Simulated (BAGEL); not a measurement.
# C2H4Ge (SMILES C#[C][GeH3]) at HF/3-21G (density fitting with qzvpp-jkfit)

What is the energy change on altering one bond length of C2H4Ge at HF/3-21G (density fitting with qzvpp-jkfit)? 

Program for the calculation: BAGEL 1.2.2.

9 further runs of the same task are left out: 8 that didn't finish, 1 set aside as unsound or not needed. Runs told in other sessions of the task aren't counted.

**1. Starting point**

The species is C2H4Ge (7 atoms), meant as a singlet with charge 0. As SMILES, `C#[C][GeH3]`. Geometry: relaxed at PBE0-D4/def2-TZVP.

Bond lengths: C1–C2 1.205 Å, C2–Ge3 1.899 Å, C1–H4 1.066 Å, Ge3–H5 1.533 Å, Ge3–H6 1.533 Å, Ge3–H7 1.533 Å. Angles: C1–C2–Ge3 180.0°, C2–C1–H4 180.0°, C2–Ge3–H5 108.7°, C2–Ge3–H6 108.7°, C2–Ge3–H7 108.7°, H5–Ge3–H6 110.3°, H5–Ge3–H7 110.3°, H6–Ge3–H7 110.3°.

**2. The energy at HF/3-21G (density fitting with qzvpp-jkfit)**

Contents of calc.json:

```json
{ "bagel" : [

{
  "title" : "molecule",
  "basis" : "3-21g",
  "df_basis" : "qzvpp-jkfit",
  "angstrom" : "true",
  "geometry" : [
    { "atom" : "C", "xyz" : [      -0.810400,      -1.833500,       0.129100 ] },
    { "atom" : "C", "xyz" : [      -0.318200,      -0.736700,       0.047700 ] },
    { "atom" : "Ge", "xyz" : [       0.458400,       0.991600,      -0.081000 ] },
    { "atom" : "H", "xyz" : [      -1.245800,      -2.803700,       0.201200 ] },
    { "atom" : "H", "xyz" : [       0.128400,       1.576300,      -1.459100 ] },
    { "atom" : "H", "xyz" : [      -0.127400,       1.876400,       1.025300 ] },
    { "atom" : "H", "xyz" : [       1.976100,       0.861500,       0.091000 ] }
  ]
},

{ "title" : "hf" },

{ "title" : "print", "file" : "orbitals.molden", "orbitals" : "true" }

]}
```

Command:

```sh
$ BAGEL_NUM_THREADS=1 BAGEL calc.json > calc.out
```

Output:

```text
* using 1 threads per process

  ===============================================================
  ===============================================================

  *** Geometry ***

  { "atom" : "C", "xyz" : [     -1.531434,     -3.464813,      0.243964 ] },
  { "atom" : "C", "xyz" : [     -0.601311,     -1.392161,      0.090140 ] },
  { "atom" : "Ge", "xyz" : [      0.866250,      1.873852,     -0.153068 ] },
  { "atom" : "H", "xyz" : [     -2.354221,     -5.298225,      0.380213 ] },
  { "atom" : "H", "xyz" : [      0.242641,      2.978775,     -2.757299 ] },
  { "atom" : "H", "xyz" : [     -0.240751,      3.545882,      1.937536 ] },
  { "atom" : "H", "xyz" : [      3.734288,      1.627999,      0.171965 ] },

  Number of auxiliary basis functions:      488

  Since a DF basis is specified, we compute 2- and 3-index integrals:
    o Being stored without compression. Storage requirement is 0.009 GB

  Number of basis functions:       48
  Number of electrons      :       48

    * METHOD: MOLECULE                             0.17

  *** RHF ***

  === Nuclear Repulsion ===
   150.4383953681

      * DIIS with orbital gradients will be used.

  === RHF iteration (3-21g) ===
      0      -2142.84926885          0.01392788           0.04
      1      -2142.90190023          0.00389852           0.04
      2      -2142.90602718          0.00106180           0.04
      3      -2142.90638216          0.00018669           0.04
      4      -2142.90638815          0.00008481           0.04
      5      -2142.90638957          0.00000718           0.04
      6      -2142.90638959          0.00000177           0.04
      7      -2142.90638959          0.00000031           0.04
      8      -2142.90638959          0.00000005           0.04
      9      -2142.90638959          0.00000001           0.04
     10      -2142.90638959          0.00000000           0.04
    * SCF iteration converged.

    * Permanent dipole moment:
           (    0.028653,     0.064553,    -0.004724) a.u.

    * METHOD: HF                                   0.54

    * METHOD: PRINT                                0.00

  ===============================================================
```

Wall time 0.85 s (1 thread of Arm Neoverse V2, shared host); peak memory 0.082 GiB.

**3. The distorted shape**

Contents of input.json:

```json
{ "bagel" : [

{
  "title" : "molecule",
  "basis" : "3-21g",
  "df_basis" : "qzvpp-jkfit",
  "angstrom" : "true",
  "geometry" : [
    { "atom" : "C", "xyz" : [      -1.742326,      -3.907474,       0.283541 ] },
    { "atom" : "C", "xyz" : [      -1.250126,      -2.810674,       0.202141 ] },
    { "atom" : "Ge", "xyz" : [       0.458400,       0.991600,      -0.081000 ] },
    { "atom" : "H", "xyz" : [      -2.177726,      -4.877674,       0.355641 ] },
    { "atom" : "H", "xyz" : [       0.128400,       1.576300,      -1.459100 ] },
    { "atom" : "H", "xyz" : [      -0.127400,       1.876400,       1.025300 ] },
    { "atom" : "H", "xyz" : [       1.976100,       0.861500,       0.091000 ] }
  ]
},

{ "title" : "hf" },

{ "title" : "print", "file" : "orbitals.molden", "orbitals" : "true" }

]}
```

Command:

```sh
$ BAGEL_NUM_THREADS=1 BAGEL input.json > input.out
```

Output:

```text
* using 1 threads per process

  ===============================================================
  ===============================================================

  *** Geometry ***

  { "atom" : "C", "xyz" : [     -3.292519,     -7.384056,      0.535815 ] },
  { "atom" : "C", "xyz" : [     -2.362396,     -5.311404,      0.381991 ] },
  { "atom" : "Ge", "xyz" : [      0.866250,      1.873852,     -0.153068 ] },
  { "atom" : "H", "xyz" : [     -4.115306,     -9.217468,      0.672064 ] },
  { "atom" : "H", "xyz" : [      0.242641,      2.978775,     -2.757299 ] },
  { "atom" : "H", "xyz" : [     -0.240751,      3.545882,      1.937536 ] },
  { "atom" : "H", "xyz" : [      3.734288,      1.627999,      0.171965 ] },

  Number of auxiliary basis functions:      488

  Since a DF basis is specified, we compute 2- and 3-index integrals:
    o Being stored without compression. Storage requirement is 0.009 GB

  Number of basis functions:       48
  Number of electrons      :       48

    * METHOD: MOLECULE                             0.16

  *** RHF ***

  === Nuclear Repulsion ===
   103.5223933758

      * DIIS with orbital gradients will be used.

  === RHF iteration (3-21g) ===
      0      -2142.50251830          0.01736169           0.04
      1      -2142.06146438          0.02512358           0.04
      2      -2142.57134297          0.01165157           0.04
      3      -2142.59485297          0.00715856           0.04
      4      -2142.61439123          0.00479534           0.04
      5      -2142.62838312          0.00309565           0.04
      6      -2142.63820066          0.00252154           0.04
      7      -2142.63992954          0.00057456           0.04
      8      -2142.64027011          0.00014732           0.04
      9      -2142.64028473          0.00003859           0.04
     10      -2142.64028609          0.00000538           0.04
     11      -2142.64028612          0.00000224           0.04
     12      -2142.64028612          0.00000131           0.04
     13      -2142.64028612          0.00000026           0.04
     14      -2142.64028612          0.00000020           0.04
     15      -2142.64028612          0.00000004           0.04
     16      -2142.64028612          0.00000001           0.04
     17      -2142.64028612          0.00000001           0.04
     18      -2142.64028612          0.00000000           0.04
    * SCF iteration converged.

    * Permanent dipole moment:
           (   -1.591372,    -3.541227,     0.263716) a.u.

    * METHOD: HF                                   0.84

    * METHOD: PRINT                                0.00

  ===============================================================
```

It took 1.2 s on 1 thread of Arm Neoverse V2, shared host; peak memory 0.081 GiB.

**4. Summary of results**

Level: HF/3-21G (density fitting with qzvpp-jkfit).

```
                                                          quantity           value
                                         first shape: total energy  -2142.90639 Eh
                                        first shape: dipole moment          0.18 D
                                          first shape: HOMO energy       -10.84 eV
                                          first shape: LUMO energy         4.36 eV
                                        first shape: HOMO–LUMO gap        15.20 eV
                                     distorted shape: total energy  -2142.64029 Eh
                                    distorted shape: dipole moment          9.89 D
                                      distorted shape: HOMO energy        -8.36 eV
                                      distorted shape: LUMO energy        -2.62 eV
                                    distorted shape: HOMO–LUMO gap         5.74 eV
energy change with the C2–Ge3 bond stretched from 1.899 to 4.178 Å        7.241 eV
```

In words: One bond (distorted shape) is far stretched, which a spin-restricted single reference describes badly; a broken-symmetry solution may lie lower. With the C2–Ge3 bond stretched from 1.899 to 4.178 Å the energy rises by 7.24 eV (167 kcal/mol). The first shape isn't relaxed at this level, so the change isn't measured from a minimum. A restricted reference can't describe the breaking bond well at this length.
